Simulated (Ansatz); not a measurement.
**C₂H₃BF₂O₂: one species, many methods**

One table from this session's results is given with a row withheld; the runs are named, their logs left out.

Method: functionals in def2-TZVPP, the program's frozen cores in correlated methods; program: Ansatz 0.2.0, Gaussian basis.

Plan: LDA (SPW92), PBE-D4, revPBE-D4, BLYP-D4, r2SCAN-D4, B97M-V, PBE0-D4, B3LYP-D4, r2SCANh-D4, r2SCAN0-D4, HSE06-D4, BHLYP-D4, CAM-B3LYP-D4, LC-ωPBE, ωB97X-V, ωB97M-V, B2PLYP, PBE-QIDH; CCSD(T)/def2-SVP; CCSD(T)/def2-TZVPP; MP2/def2-QZVPP; extrapolation to the limit; RPA on PBE.

### The relaxed structure

All runs share one geometry, relaxed beforehand with PBE0-D4 in a triple-zeta def2 set.

SMILES `CC(=O)OB(F)F`, 10 atoms, charge 0, spin multiplicity 1.

Atoms are counted from 1 here; the program's logs count them from 0.

Bond lengths: C1–C2 1.491 Å, C1–H8 1.092 Å, C1–H9 1.092 Å, C1–H10 1.087 Å, C2–O3 1.190 Å, C2–O4 1.375 Å, O4–B5 1.365 Å, B5–F6 1.313 Å, B5–F7 1.315 Å. Angles: C2–C1–H8 109.6°, C2–C1–H9 109.6°, C2–C1–H10 109.8°, H8–C1–H9 107.1°, H8–C1–H10 110.4°, H9–C1–H10 110.2°, C1–C2–O3 126.8°, C1–C2–O4 110.9°, O3–C2–O4 122.2°, C2–O4–B5 124.2°, O4–B5–F6 123.3°, O4–B5–F7 117.6°, F6–B5–F7 119.0°.

Coordinates:

```csv
atom,x (Å),y (Å),z (Å)
C1,0.3843,0.0434,1.6083
C2,0.5941,0.0561,0.1322
O3,1.5703,0.4141,-0.4468
O4,-0.4996,-0.4582,-0.5230
B5,-0.8312,-0.1610,-1.8134
F6,-0.4539,0.9408,-2.4191
F7,-1.6333,-0.9919,-2.4427
H8,0.1453,-0.9705,1.9349
H9,-0.4711,0.6731,1.8622
H10,1.2783,0.4030,2.1105
```

Set-up of the first run:

File in.yaml:

```yaml
crystal:
  periodic: [false, false, false]
  atoms:
    - {symbol: C, position_ang: [0.384311, 0.043362, 1.608295]}
    - {symbol: C, position_ang: [0.594065, 0.056114, 0.132162]}
    - {symbol: O, position_ang: [1.570260, 0.414142, -0.446799]}
    - {symbol: O, position_ang: [-0.499635, -0.458169, -0.522978]}
    - {symbol: B, position_ang: [-0.831171, -0.161038, -1.813440]}
    - {symbol: F, position_ang: [-0.453871, 0.940799, -2.419061]}
    - {symbol: F, position_ang: [-1.633274, -0.991878, -2.442731]}
    - {symbol: H, position_ang: [0.145332, -0.970509, 1.934886]}
    - {symbol: H, position_ang: [-0.471079, 0.673054, 1.862189]}
    - {symbol: H, position_ang: [1.278262, 0.403023, 2.110476]}
basis:
  gaussian: {orbitals: def2-TZVPP}
hamiltonian: {xc: lda}
output: {orbitals: {seedname: orbitals}}
```

Command:

```
ansatz run in.yaml --threads 4 --pin off --events-out ev --progress --plain --max-ram 10444MiB
```

Steps of the session up to this table: LDA; PBE-D4 (GGA); revPBE-D4 (GGA); BLYP-D4 (GGA); r2SCAN-D4 (meta-GGA); B97M-V (meta-GGA); B3LYP-D4 (hybrid); r2SCANh-D4 (hybrid); r2SCAN0-D4 (hybrid); HSE06-D4 (hybrid); BHLYP-D4 (hybrid); CAM-B3LYP-D4 (range-separated); LC-ωPBE (range-separated); ωB97X-V (range-separated); ωB97M-V (range-separated); B2PLYP (double hybrid); PBE-QIDH (double hybrid).

One table of the session follows, with a row left open; its other results are not shown here.

| functional | HOMO (eV) | gap (eV) |
| --- | --- | --- |
| LDA (SPW92) | ? | ? |
| PBE-D4 | -6.96 | 5.16 |
| revPBE-D4 | -6.87 | 5.19 |
| BLYP-D4 | -6.88 | 5.19 |
| r2SCAN-D4 | -7.31 | 5.81 |
| B97M-V | -7.44 | 6.09 |
| PBE0-D4 | -8.68 | 8.03 |
| B3LYP-D4 | -8.43 | 7.47 |
| r2SCANh-D4 | -7.96 | 6.87 |
| r2SCAN0-D4 | -8.94 | 8.47 |
| HSE06-D4 | -8.27 | 7.23 |
| BHLYP-D4 | -10.37 | 10.95 |
| CAM-B3LYP-D4 | -10.20 | 10.73 |
| LC-ωPBE | -11.51 | 13.32 |
| ωB97X-V | -11.18 | 12.93 |
| ωB97M-V | -11.13 | 12.77 |

**Question.** Estimate the row for LDA (SPW92).

As computed: HOMO (eV): -7.18; gap (eV): 5.08. In the column «HOMO (eV)» it lies between r2SCAN-D4 (-7.31) and PBE-D4 (-6.96).
